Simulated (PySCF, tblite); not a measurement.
**C₂H₇ClOSi₃: geometry, infrared bands and NMR shifts**

Wanted: the infrared bands and NMR shifts of C₂H₇ClOSi₃ (`Cl[SiH2][Si@@H]1C=C[SiH2]O1`), by calculation.

Programs: tblite 0.8.0 and PySCF 2.14.0, with density-fitted response routines of our own. Each step states its level of theory. These are calculated values for one molecule in the gas phase, unless marked as measured. Atoms are numbered from 0 throughout.

## (1) Starting geometry

14 atoms, charge 0, multiplicity 1; geometry from: force field or distance geometry start.

Bonds of the start (Å): Cl0–Si1 2.07, Si1–Si2 2.29, Si2–C3 1.91, C3–C4 1.34, C4–Si5 1.89, Si5–O6 1.72, O6–Si2 1.73, Si1–H7 1.48, Si1–H8 1.49, Si2–H9 1.49, C3–H10 1.09, C4–H11 1.09, Si5–H12 1.47, Si5–H13 1.47.

## (2) Optimising the geometry with GFN2-xTB

The job: settings as JSON, then the geometry in Å.

```
{"job": {"kind": "relax", "xc": "GFN2-xTB", "basis": "xTB"}, "charge": 0, "multiplicity": 1}
Cl     3.450200    -1.751300     0.434100
Si     2.518100     0.066100     0.122100
Si     0.380500     0.031000     0.955900
C     -0.697700    -1.243500     0.035600
C     -1.737000    -0.724000    -0.631200
Si    -1.881600     1.161000    -0.531300
O     -0.518700     1.435000     0.482300
H      2.553400     0.314200    -1.332200
H      3.367700     1.084800     0.809800
H      0.255600    -0.158200     2.426000
H     -0.449400    -2.302700     0.110600
H     -2.467700    -1.278500    -1.213000
H     -1.653900     1.790200    -1.840800
H     -3.120000     1.575400     0.149900
```

Launch:

```console
> OMP_NUM_THREADS=1 python probes_run.py task.json out
```

One launch serves the whole session: the jobs run in the order shown.

**Question.** This job is followed by: GFN2-xTB harmonic vibrations, gas phase; GIAO PBE0/pcSseg-1 NMR shielding, non-relativistic, gas phase. Predict these results of the whole session: strongest single infrared mode (GFN2-xTB); zero-point energy (GFN2-xTB); 13C shifts against TMS (PBE0/pcSseg-1); 1H shifts against TMS (PBE0/pcSseg-1); 35Cl shifts against HCl (PBE0/pcSseg-1); 29Si shifts against TMS (PBE0/pcSseg-1); 17O shifts against H2O (PBE0/pcSseg-1); surface potential, 1st and 99th percentile.

**Answer**, as computed:

```
                                 quantity                                         value
strongest single infrared mode (GFN2-xTB)                          637 cm⁻¹, 622 km/mol
             zero-point energy (GFN2-xTB)                                 49.6 kcal/mol
   13C shifts against TMS (PBE0/pcSseg-1)                              160.9, 158.4 ppm
    1H shifts against TMS (PBE0/pcSseg-1)  7.75, 7.54, 5.76, 5.40, 5.39, 5.32, 5.21 ppm
  35Cl shifts against HCl (PBE0/pcSseg-1)                                      -128 ppm
  29Si shifts against TMS (PBE0/pcSseg-1)                         -0.6, -6.6, -41.6 ppm
   17O shifts against H2O (PBE0/pcSseg-1)                                      14.4 ppm
    surface potential, 1st and 99th percentile                            -1.03 V and 1.68 V
```

Over 93 steps the energy fell by 0.305 eV; of the close pairs, Si2–O6 changed most, 1.733 to 1.646 Å. No mode is imaginary among the 36: a minimum at this level. The strongest single mode, at 637 cm⁻¹, moves mainly H9. Unscaled tight-binding wavenumbers are off by several per cent, some by more. Its intensities can rank the bands wrongly. At PBE0/pcSseg-1, counted by nearest atom on the grid, the HOMO lies on Cl0 15 %; Si1, Si2 about 13 % each, the LUMO on C3, C4 about 20 % each; Si1, Si2 about 11 % each.
